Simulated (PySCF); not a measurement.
# Lu(NH2)3: other functionals and bases at one geometry

How far do other levels of theory move the description of Lu(NH2)3, and what does each cost? It is a constructed species; whether it can be made isn't addressed.

Method: several levels, as the steps say, no spin–orbit coupling; program: PySCF 2.14.0.

4 further runs of the same task are left out: 2 for a known fault of the program, 1 that didn't finish, 1 set aside as unsound or not needed.

### Step 1. The starting structure

10 atoms, charge 0, spin multiplicity 1.

Bond lengths: Lu1–N2 2.137 Å, Lu1–N5 2.138 Å, Lu1–N8 2.138 Å, N2–H3 1.027 Å, N2–H4 1.028 Å, N5–H6 1.027 Å, N5–H7 1.028 Å, N8–H9 1.028 Å, N8–H10 1.028 Å. Angles: N2–Lu1–N5 120.1°, N2–Lu1–N8 119.9°, N5–Lu1–N8 120.0°, Lu1–N2–H3 127.2°, Lu1–N2–H4 127.7°, H3–N2–H4 105.1°, Lu1–N5–H6 127.8°, Lu1–N5–H7 127.2°, H6–N5–H7 105.0°, Lu1–N8–H9 127.4°, Lu1–N8–H10 127.6°, H9–N8–H10 105.0°.

Geometry (Å):

```xyz
10
charge 0, multiplicity 1
Lu    0.0019    0.0014   -0.0154
N     2.1255    0.0039    0.2232
H     2.7394   -0.8127    0.3325
H     2.7533    0.8168    0.2572
N    -1.0550    1.8478   -0.2227
H    -0.6671    2.7990   -0.2220
H    -2.0680    1.9747   -0.3395
N    -1.0682   -1.8489   -0.0093
H    -0.6794   -2.7945    0.0985
H    -2.0824   -1.9874   -0.1026
```

Formal oxidation states: Lu +3. Each metal's 14 4f electrons lie in its core potential, so multiplicities, spins and levels count the valence alone. An earlier session relaxed this geometry at TPSS, Lu lcecp-1-SVP with ECP60, N def2-SVP, H def2-SVP (singlet, point group C3v).

At TPSS on the finer grid: E = -207.850011 Eh, HOMO -4.86 eV, LUMO -1.54 eV, Mulliken charge on Lu1 +0.78 e, largest force component 0.017 eV/Å. 

Levels to run: wB97X; CAM-B3LYP; PBE0; BLYP; TPSS, TZVP. Hardware: 2 threads of Arm Neoverse V1, shared host.

### Step 2. wB97X

The input, run.py (the lines that set the calculation):

```python
mol = gto.M(atom='''
Lu     0.00193     0.00140    -0.01541
N      2.12550     0.00389     0.22322
H      2.73942    -0.81274     0.33253
H      2.75329     0.81682     0.25724
N     -1.05500     1.84778    -0.22266
H     -0.66709     2.79904    -0.22204
H     -2.06804     1.97466    -0.33951
N     -1.06821    -1.84892    -0.00926
H     -0.67940    -2.79452     0.09850
H     -2.08241    -1.98740    -0.10261''',
    basis={'Lu': 'lcecp-1-SVP', 'N': 'def2-SVP', 'H': 'def2-SVP'},
    ecp={'Lu': 'lcecp-1-SVP'},
    charge=0, spin=0)
mf = dft.RKS(mol, xc='WB97X')
mf.grids.atom_grid = (75, 302)  # f atoms: unpruned, at least (60, 302)
mf = mf.density_fit()  # fitting sets: Lu AutoAux, N def2-universal-JKFIT, H def2-universal-JKFIT
mf.conv_tol = 1e-08; mf.max_cycle = 55
mf.kernel(dm0)  # dm0: the density of the relaxed state
```

Run with:

```console
> OMP_NUM_THREADS=2 python run.py
```

### Step 3. CAM-B3LYP

run.py (the lines that set the calculation): that of step 2 with these lines changed.

```diff
@@ -14,3 +14,3 @@
     charge=0, spin=0)
-mf = dft.RKS(mol, xc='WB97X')
+mf = dft.RKS(mol, xc='CAMB3LYP')
 mf.grids.atom_grid = (75, 302)  # f atoms: unpruned, at least (60, 302)
```

### Step 4. PBE0

run.py (the lines that set the calculation): that of step 3 with these lines changed.

```diff
@@ -14,3 +14,3 @@
     charge=0, spin=0)
-mf = dft.RKS(mol, xc='CAMB3LYP')
+mf = dft.RKS(mol, xc='PBE0')
 mf.grids.atom_grid = (75, 302)  # f atoms: unpruned, at least (60, 302)
```

### Step 5. BLYP

run.py (the lines that set the calculation): that of step 4 with these lines changed.

```diff
@@ -14,3 +14,3 @@
     charge=0, spin=0)
-mf = dft.RKS(mol, xc='PBE0')
+mf = dft.RKS(mol, xc='BLYP')
 mf.grids.atom_grid = (75, 302)  # f atoms: unpruned, at least (60, 302)
```

### Step 6. TPSS, TZVP

Basis: Lu lcecp-1-TZVP with ECP60, N def2-TZVP, H def2-TZVP. 

run.py (the lines that set the calculation): that of step 5 with these lines changed.

```diff
@@ -11,6 +11,6 @@
 H     -2.08241    -1.98740    -0.10261''',
-    basis={'Lu': 'lcecp-1-SVP', 'N': 'def2-SVP', 'H': 'def2-SVP'},
-    ecp={'Lu': 'lcecp-1-SVP'},
+    basis={'Lu': 'lcecp-1-TZVP', 'N': 'def2-TZVP', 'H': 'def2-TZVP'},
+    ecp={'Lu': 'lcecp-1-TZVP'},
     charge=0, spin=0)
-mf = dft.RKS(mol, xc='BLYP')
+mf = dft.RKS(mol, xc='TPSS')
 mf.grids.atom_grid = (75, 302)  # f atoms: unpruned, at least (60, 302)
@@ -18,2 +18,2 @@
 mf.conv_tol = 1e-08; mf.max_cycle = 55
-mf.kernel(dm0)  # dm0: the density of the relaxed state
+mf.kernel(dm0)  # dm0: free metal ions and neutral atoms
```

What does the calculation give? Wanted: for each run, HOMO; gap; charge on Lu1; dipole; largest force.

The runs gave:

| level | state | HOMO (eV) | gap (eV) | charge on Lu1 (e) | dipole (D) | largest force (eV/Å) | basis functions | time |
| --- | --- | --- | --- | --- | --- | --- | --- | --- |
| TPSS (relaxed here) | singlet | -4.86 | 3.32 | 0.78 | 0.03 | 0.02 | 105 | 35 s |
| wB97X | singlet | -8.69 | 9.22 | 0.87 | 0.04 | 0.34 | 105 | 7.4 s |
| CAM-B3LYP | singlet | -7.61 | 7.24 | 0.83 | 0.03 | 0.30 | 105 | 7.8 s |
| PBE0 | singlet | -6.18 | 5.09 | 0.86 | 0.03 | 0.33 | 105 | 5.7 s |
| BLYP | singlet | -4.70 | 2.86 | 0.62 | 0.03 | 0.14 | 105 | 6.1 s |
| TPSS, TZVP | singlet | -5.05 | 3.41 | 1.51 | 0.04 | 0.48 | 176 | 26 s |

Times are on 2 threads of Arm Neoverse V1, shared host; the first row also made further properties.

In one basis the HOMO–LUMO gap runs from 2.86 eV (BLYP) to 9.22 eV (wB97X). The largest leftover force, 0.48 eV/Å with TPSS, TZVP, stands at a geometry relaxed at another level. The Mulliken charge on Lu spans +0.62 to +1.51 e over the levels. With 4f in the core, its levels are missing from HOMO and gap. Total energies of different levels can't be compared. Spin–orbit coupling is left out throughout.
